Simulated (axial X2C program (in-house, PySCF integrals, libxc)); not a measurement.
# Linear SnOH at several levels

An exercise on one series of results from a longer session: the logs are not shown, and one member is left open.

The runs use an in-house X2C program for linear molecules on PySCF integrals; all-electron X2C, two-component (2c) or spin-free, Sn dyall-v3z, O dyall-av3z, H dyall-v3z.

All values are calculated.

2 further runs of the same task are left out: 2 set aside as unsound or not needed.

The first run:

task.json

```json
{"zs": [50, 8, 1], "q": 0, "bas": ["dyall-v3z", "dyall-av3z", "dyall-v3z"], "r0": [2.03, 0.96], "symm": 0, "scan": ["PBE0", "HF", "BHandHLYP"], "levels": ["PBE0", "HF", "PBE"], "nst": 2}
```

Keys: zs atomic numbers; q charge; bas basis sets; r0 starting distance in Å; symm equal bonds; scan levels of the two-bond scan (MP2 follows by itself at each HF point); levels methods; nst determinants followed.

Command:

```
> python solin.py task.json out
```

Masses Sn 119.902, O 15.995, H 1.008 u.

Among the steps run: Scan at PBE0, 2c; Scan at HF, 2c; Scan at BHandHLYP, 2c.

One table of the session follows, with a row left open; its other results are not shown here.

| level | r(Sn–O) (Å) | r(O–H) (Å) | lower stretch (cm⁻¹) | upper stretch (cm⁻¹) |
| --- | --- | --- | --- | --- |
| PBE0, 2c | 1.954 | 0.951 | 621.4 | 4005.8 |
| HF, 2c | 1.942 | 0.933 | 640.9 | 4249.5 |
| BHandHLYP, 2c | 1.950 | 0.943 | 629.6 | 4101.0 |
| MP2, 2c | 1.948 | 0.954 | 626.3 | 3982.3 |
| PBE0, spin-free | 1.951 | 0.951 | 624.8 | 4006.8 |
| HF, spin-free | ? | ? | ? | ? |
| BHandHLYP, spin-free | 1.947 | 0.943 | 633.6 | 4102.0 |
| MP2, spin-free | 1.945 | 0.954 | 629.9 | 3982.6 |

Q: Estimate the row for HF, spin-free from the others.

**Answer.** r(Sn–O) (Å): 1.939; r(O–H) (Å): 0.933; lower stretch (cm⁻¹): 644.7; upper stretch (cm⁻¹): 4249.8. In the column «r(Sn–O) (Å)» it is the lowest.

Scans not shown above were run alike.

MP2 freezes inner shells (threshold -2 hartree). The molecule was held linear; bending was not examined, so a bent shape may lie lower. Note: functional without a current term on a determinant with orbital currents, of the molecule or an atom.
